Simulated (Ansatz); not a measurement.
Geometry optimisation, DFT PBEsol, scalar-relativistic, plane waves, PAW (Ansatz).

Input:

```yaml
crystal:
  lattice:
    - [5.77632, 0.0, 0.0]
    - [-2.88816, 5.00244, 0.0]
    - [0.0, 0.0, 15.23846]
  atoms:
    - { symbol: W, position: [0.0, 0.0, 0.0656234] }
    - { symbol: C, position: [0.3333333, 0.1666667, 0.1583375] }
    - { symbol: W, position: [0.0, 0.0, 0.2510516] }
    - { symbol: C, position: [0.3333333, 0.1666667, 0.3437657] }
    - { symbol: W, position: [0.0, 0.5, 0.0656234] }
    - { symbol: C, position: [0.3333333, 0.6666667, 0.1583375] }
    - { symbol: W, position: [0.0, 0.5, 0.2510516] }
    - { symbol: C, position: [0.3333333, 0.6666667, 0.3437657] }
    - { symbol: W, position: [0.5, 0.0, 0.0656234] }
    - { symbol: C, position: [0.8333333, 0.1666667, 0.1583375] }
    - { symbol: W, position: [0.5, 0.0, 0.2510516] }
    - { symbol: C, position: [0.8333333, 0.1666667, 0.3437657] }
    - { symbol: W, position: [0.5, 0.5, 0.0656234] }
    - { symbol: C, position: [0.8333333, 0.6666667, 0.1583375] }
    - { symbol: W, position: [0.5, 0.5, 0.2510516] }
    - { symbol: C, position: [0.8333333, 0.6666667, 0.3437657] }
    - { symbol: H, position: [0.0590384, 0.8962694, 0.4317011] }
    - { symbol: H, position: [-0.0485766, 0.9401781, 0.4317011] }
basis:
  ecutwfc: 420.0
kpoints:
  mp_grid: { grid: [2, 2, 1] }
hamiltonian:
  xc: pbesol
  pseudopotentials: { kind: paw, azcp: { folder: soft_1 } }
scf:
  occupations: { method: fermi_dirac, width: 0.15 }
  lower_state_search: "off"
relax:
  f_tol: 0.08
  max_steps: 25
  adjacent_minimum: "off"
  constraints: [{ sites: [0, 4, 8, 12] }]
```

Run as:

```bash
$ ansatz run input.yaml --threads 1 --pin off --max-ram 3072MiB --backend cpu --events-out ev --progress --plain --runs-dir out
```

**Question.** Where does it end, and by what steps?

**Answer.** The forces met the threshold. The threshold is loose, so the end isn't yet a minimum. The force dipped under the threshold on the way, but the program's further checks kept it going. Limits of this set-up: coarse k mesh, thin slab, slab without dipole correction, no dispersion correction for a molecule that may bind weakly, PAW files made for another functional. After 9 steps the energy has fallen by 4.165 eV; H18 moved furthest, 1.35 Å.

```tsv
step	energy less start (eV)	largest force component (eV/Å)	accepted
0	0.0000	4.808	yes
1	-3.1965	1.773	yes
2	-3.8717	0.476	yes
3	-4.0172	0.293	yes
4	-4.0954	0.142	yes
5	-4.1355	0.102	yes
6	-4.1559	0.032	yes
7	-4.1621	0.059	yes
8	-4.1642	0.077	yes
9	-4.1652	0.070	yes
```

```xyz
18
Lattice="5.7763 0.0000 0.0000 -2.8882 5.0024 0.0000 0.0000 0.0000 15.2385" Properties=species:S:1:pos:R:3
W 0.000 0.000 1.000
C 1.445 0.833 2.301
W -0.001 -0.001 3.850
C 1.441 0.834 4.961
W -1.444 2.501 1.000
C 0.001 3.334 2.301
W -1.445 2.500 3.851
C -0.002 3.335 4.962
W 2.888 0.000 1.000
C 4.333 0.833 2.300
W 2.888 -0.001 3.851
C 4.330 0.835 4.961
W 1.444 2.501 1.000
C 2.889 3.333 2.302
W 1.443 2.500 3.851
C 2.886 3.338 4.964
H -1.919 4.283 7.869
H -2.664 4.439 7.858
```

Whether the end is a true minimum wasn't checked by a vibrational analysis.

Run time: 69 s on 1 thread of Arm Neoverse V2 (shared host), peak memory 0.64 GiB.
